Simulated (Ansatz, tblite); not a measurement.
# In3As3 wurtzite hole sphere (In₃As₃H₁₂): a ladder of methods and basis sets

One table from this session's results is given with a row withheld; the runs are named, their logs left out.

Program: Ansatz 0.2.0, Gaussian basis. Level of theory: as each input shows. These are calculated values, not measurements.

Plan: GFN1-xTB, GFN2-xTB, PBE-D4/def2-TZVP, r2SCAN-D4/def2-TZVP, PBE-D4/def2-SVP, PBE0-D4/def2-SVP.

1 further run of the same task is left out (set aside as unsound or not needed).

## The geometry

The singlet was relaxed beforehand with r2SCAN-D4/def2-SVP.

18 atoms, charge 0, spin multiplicity 1.

Bond lengths: As1–In2 2.719 Å, As1–In4 2.719 Å, As1–H7 1.514 Å, As1–H8 1.514 Å, In2–As3 2.719 Å, In2–H9 1.723 Å, In2–H10 1.721 Å, As3–In6 2.719 Å, As3–H11 1.514 Å, As3–H12 1.514 Å, In4–As5 2.719 Å, In4–H13 1.723 Å, In4–H14 1.721 Å, As5–In6 2.719 Å, As5–H15 1.514 Å, As5–H16 1.514 Å, In6–H17 1.721 Å, In6–H18 1.723 Å. Angles: In2–As1–In4 132.3°, In2–As1–H7 105.5°, In2–As1–H8 106.1°, In4–As1–H7 105.5°, In4–As1–H8 106.1°, H7–As1–H8 95.6°, As1–In2–As3 94.8°, As1–In2–H9 107.2°, As1–In2–H10 106.1°, As3–In2–H9 107.2°, As3–In2–H10 106.1°, H9–In2–H10 129.9°, In2–As3–In6 132.3°, In2–As3–H11 106.1°, In2–As3–H12 105.4°, In6–As3–H11 106.1°, In6–As3–H12 105.4°, H11–As3–H12 95.6° and more.

As a file:

```
As   -0.0040   -2.3099   -0.2260
In   -2.4896   -1.4324    0.4403
As   -2.0002    1.1579   -0.2256
In    2.4833   -1.4408    0.4457
As    2.0052    1.1520   -0.2180
In    0.0038    2.8709    0.4395
H    -0.0063   -3.7942    0.0707
H    -0.0032   -2.4611   -1.7320
H    -3.5840   -2.0622   -0.7325
H    -2.5672   -1.4766    2.1588
H    -2.1377    1.2372   -1.7308
H    -3.2831    1.9014    0.0785
H     3.5779   -2.0732   -0.7254
H     2.5565   -1.4878    2.1645
H     2.1502    1.2329   -1.7225
H     3.2889    1.8911    0.0934
H     0.0004    2.9642    2.1579
H     0.0089    4.1306   -0.7364
```

In takes a core potential in the def2 sets. No spin-orbit coupling is included.

PBE0-D4/def2-TZVP was run before; its log isn't repeated, and its numbers join the tables.

The first run:

Tight binding, by tblite at 300 K electronic temperature and without a spin-polarisation term:

```python
tblite.interface.Calculator('GFN1-xTB', numbers, positions, charge=0, uhf=0).singlepoint()
```

Tight binding, by tblite at 300 K electronic temperature and without a spin-polarisation term:

```python
tblite.interface.Calculator('GFN2-xTB', numbers, positions, charge=0, uhf=0).singlepoint()
```

start.molden holds the orbitals of an earlier run on this state, given as this run's starting guess.

File in.yaml:

```yaml
crystal:
  periodic: [false, false, false]
  atoms:
    - {symbol: As, position_ang: [-0.003981, -2.309905, -0.225965]}
    - {symbol: In, position_ang: [-2.489614, -1.432400, 0.440251]}
    - {symbol: As, position_ang: [-2.000225, 1.157922, -0.225555]}
    - {symbol: In, position_ang: [2.483261, -1.440839, 0.445721]}
    - {symbol: As, position_ang: [2.005237, 1.151982, -0.218049]}
    - {symbol: In, position_ang: [0.003820, 2.870867, 0.439490]}
    - {symbol: H, position_ang: [-0.006293, -3.794187, 0.070729]}
    - {symbol: H, position_ang: [-0.003175, -2.461073, -1.732020]}
    - {symbol: H, position_ang: [-3.583965, -2.062200, -0.732499]}
    - {symbol: H, position_ang: [-2.567166, -1.476605, 2.158826]}
    - {symbol: H, position_ang: [-2.137659, 1.237177, -1.730829]}
    - {symbol: H, position_ang: [-3.283104, 1.901447, 0.078520]}
    - {symbol: H, position_ang: [3.577862, -2.073238, -0.725418]}
    - {symbol: H, position_ang: [2.556541, -1.487796, 2.164452]}
    - {symbol: H, position_ang: [2.150227, 1.232942, -1.722519]}
    - {symbol: H, position_ang: [3.288899, 1.891149, 0.093364]}
    - {symbol: H, position_ang: [0.000369, 2.964203, 2.157886]}
    - {symbol: H, position_ang: [0.008943, 4.130566, -0.736386]}
basis:
  gaussian: {orbitals: def2-TZVP, initial_orbitals: start.molden}
hamiltonian: {xc: pbe, dispersion: d4}
scf: {omitted_lower_state_checks: [starts]}
output: {forces: true, orbitals: {seedname: orbitals}}
```

Command:

```sh
$ ansatz run in.yaml --threads 2 --pin off --events-out ev --progress --plain --max-ram 32768MiB --backend cuda --devices 0, --max-vram 18GiB
```

Among the steps run: PBE-D4/def2-TZVP; r2SCAN-D4/def2-TZVP; PBE-D4/def2-SVP; PBE0-D4/def2-SVP.

One table of the session follows, with a row left open; its other results are not shown here.

It belongs to the step «Binding energy». 

```
              level  binding an atom (eV)
    PBE-D4/def2-SVP                 2.261
   PBE-D4/def2-TZVP                     ?
r2SCAN-D4/def2-TZVP                 2.307
   PBE0-D4/def2-SVP                 2.257
  PBE0-D4/def2-TZVP                 2.271
```

Q: Estimate the row for PBE-D4/def2-TZVP from the others.

**Answer.** binding an atom (eV): 2.275. In the column «binding an atom (eV)» it lies between PBE0-D4/def2-TZVP (2.271) and r2SCAN-D4/def2-TZVP (2.307).

Limits of these values: Free atoms were run apart at each level; binding is atoms less cluster, divided by the number of atoms, without zero-point or spin-orbit terms.
